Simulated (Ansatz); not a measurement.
# C3H10O2Si: basis-set convergence

The task here is to estimate one member of a computed series from the others.

Method: one geometry, several basis sets; program: Ansatz 0.2.0, Gaussian basis.

Levels to be run: PBE0-D4/def2-SVP; ωB97M-V/def2-SVP; PBE0-D4/def2-QZVPP; ωB97M-V/def2-QZVPP; the functionals' def2-TZVPP values are taken from earlier runs.

### Structure used throughout

The geometry comes from an earlier relaxation with PBE0-D4 in a triple-zeta def2 set; it is a stationary point, not always the lowest conformer.

SMILES `CCO[SiH2]OC`, 16 atoms, charge 0, spin multiplicity 1.

Atoms are counted from 1 here; the program's logs count them from 0.

Bond lengths: C1–C2 1.508 Å, C1–H7 1.092 Å, C1–H8 1.093 Å, C1–H9 1.092 Å, C2–O3 1.417 Å, C2–H10 1.097 Å, C2–H11 1.098 Å, O3–Si4 1.636 Å, Si4–O5 1.637 Å, Si4–H12 1.483 Å, Si4–H13 1.483 Å, O5–C6 1.409 Å, C6–H14 1.095 Å, C6–H15 1.091 Å, C6–H16 1.097 Å. Angles: C2–C1–H7 110.5°, C2–C1–H8 110.4°, C2–C1–H9 110.6°, H7–C1–H8 108.5°, H7–C1–H9 108.3°, H8–C1–H9 108.5°, C1–C2–O3 109.5°, C1–C2–H10 110.4°, C1–C2–H11 110.3°, O3–C2–H10 109.4°, O3–C2–H11 110.1°, H10–C2–H11 107.2°, C2–O3–Si4 123.7°, O3–Si4–O5 113.7°, O3–Si4–H12 110.5°, O3–Si4–H13 104.5°, O5–Si4–H12 104.4°, O5–Si4–H13 110.3° and more.

Set-up of the first run:

File in.yaml:

```yaml
crystal:
  periodic: [false, false, false]
  atoms:
    - {symbol: C, position_ang: [0.455870, -2.704744, 0.142656]}
    - {symbol: C, position_ang: [0.471294, -1.306879, -0.422579]}
    - {symbol: O, position_ang: [0.377367, -0.368832, 0.634852]}
    - {symbol: Si, position_ang: [0.802290, 1.204236, 0.492216]}
    - {symbol: O, position_ang: [-0.165836, 2.057290, -0.514622]}
    - {symbol: C, position_ang: [-1.524735, 2.319030, -0.248311]}
    - {symbol: H, position_ang: [-0.461329, -2.877132, 0.709194]}
    - {symbol: H, position_ang: [0.509758, -3.441382, -0.662563]}
    - {symbol: H, position_ang: [1.305157, -2.858533, 0.811161]}
    - {symbol: H, position_ang: [-0.369744, -1.164154, -1.111569]}
    - {symbol: H, position_ang: [1.393086, -1.137787, -0.995642]}
    - {symbol: H, position_ang: [2.152959, 1.324032, -0.107226]}
    - {symbol: H, position_ang: [0.709892, 1.739722, 1.871918]}
    - {symbol: H, position_ang: [-2.139437, 1.428596, -0.415702]}
    - {symbol: H, position_ang: [-1.862297, 3.107519, -0.923175]}
    - {symbol: H, position_ang: [-1.677293, 2.656419, 0.783791]}
basis:
  gaussian: {orbitals: def2-SVP}
hamiltonian: {xc: pbe0, dispersion: d4}
output: {orbitals: {seedname: orbitals}}
```

Steps of the session up to this table: PBE0-D4 in def2-SVP; ωB97M-V in def2-SVP; PBE0-D4 in def2-QZVPP; ωB97M-V in def2-QZVPP.

One table of the session follows, with a row left open; its other results are not shown here.

It belongs to the step «Functionals by basis». 

```
functional       basis  HOMO (eV)  LUMO (eV)
   PBE0-D4    def2-SVP      -8.07       1.52
   PBE0-D4  def2-TZVPP      -8.18       0.95
   PBE0-D4  def2-QZVPP      -8.21       0.61
   ωB97M-V    def2-SVP     -10.47       3.22
   ωB97M-V  def2-TZVPP     -10.60       2.46
   ωB97M-V  def2-QZVPP          ?          ?
```

Estimate the missing values for ωB97M-V, def2-QZVPP.

As computed: HOMO (eV): -10.63; LUMO (eV): 1.81. In the column «HOMO (eV)» it is the lowest.
